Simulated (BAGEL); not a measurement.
# RI-MP2/6-31G(d) (density fitting with svp-jkfit, spherical functions) run of C2HF5 (pentafluoroethane)

Aim: a single-point energy of C2HF5 (pentafluoroethane). 

The results are computed with BAGEL 1.2.2.

**1. The system as given**

The species is C2HF5 (8 atoms), meant as a singlet with charge 0. As SMILES, `FC(F)C(F)(F)F`. One bond was lengthened or shortened from a relaxed shape.

Bond lengths: F1–C2 1.342 Å, C2–F3 1.342 Å, C2–C4 1.304 Å, C4–F5 1.331 Å, C4–F6 1.325 Å, C4–F7 1.331 Å, C2–H8 1.094 Å. Some angles: F1–C2–F3 109.0°, F1–C2–C4 109.0°, F3–C2–C4 109.0°, C2–C4–F5 109.6°, C2–C4–F6 111.5°, C2–C4–F7 109.6°, F5–C4–F6 108.8°, F5–C4–F7 108.5°, F6–C4–F7 108.8°, F1–C2–H8 109.7°.

**2. The energy at RI-MP2/6-31G(d) (density fitting with svp-jkfit, spherical functions)**

Contents of input.json:

```json
{ "bagel": [

{
  "title": "molecule",
  "basis": "6-31gs.json",
  "df_basis": "svp-jkfit",
  "angstrom": false,
  "geometry": [
    { "atom": "F", "xyz": [     1.99350799,    -0.65632456,     2.17014069 ] },
    { "atom": "C", "xyz": [     0.26076142,    -0.95242575,     0.34222751 ] },
    { "atom": "F", "xyz": [    -1.82217031,    -1.99876710,     1.34123123 ] },
    { "atom": "C", "xyz": [    -0.31734171,     1.25957805,    -0.57910657 ] },
    { "atom": "F", "xyz": [     1.73516542,     2.31979000,    -1.57467099 ] },
    { "atom": "F", "xyz": [    -1.23616434,     2.77791630,     1.18680470 ] },
    { "atom": "F", "xyz": [    -2.03687910,     0.99195504,    -2.39560581 ] },
    { "atom": "H", "xyz": [     1.01506450,    -2.18044537,    -1.14130198 ] }
  ]
},

{ "title": "hf" },

{ "title": "mp2", "ncore": 7 }

]}
```

The basis set 6-31G* is read from a file made from the Basis Set Exchange's data (not shown).

Run with:

```console
$ BAGEL_NUM_THREADS=1 BAGEL input.json > input.out
```

What values should one expect? Wanted: total energy; correlation energy.

Computed results:

At RI-MP2/6-31G* (density fitting with svp-jkfit, spherical functions), 7 core orbitals frozen:

```
                                   quantity          value
                               total energy  -574.55769 Eh
correlation energy (7 core orbitals frozen)    -1088.4 mEh
```
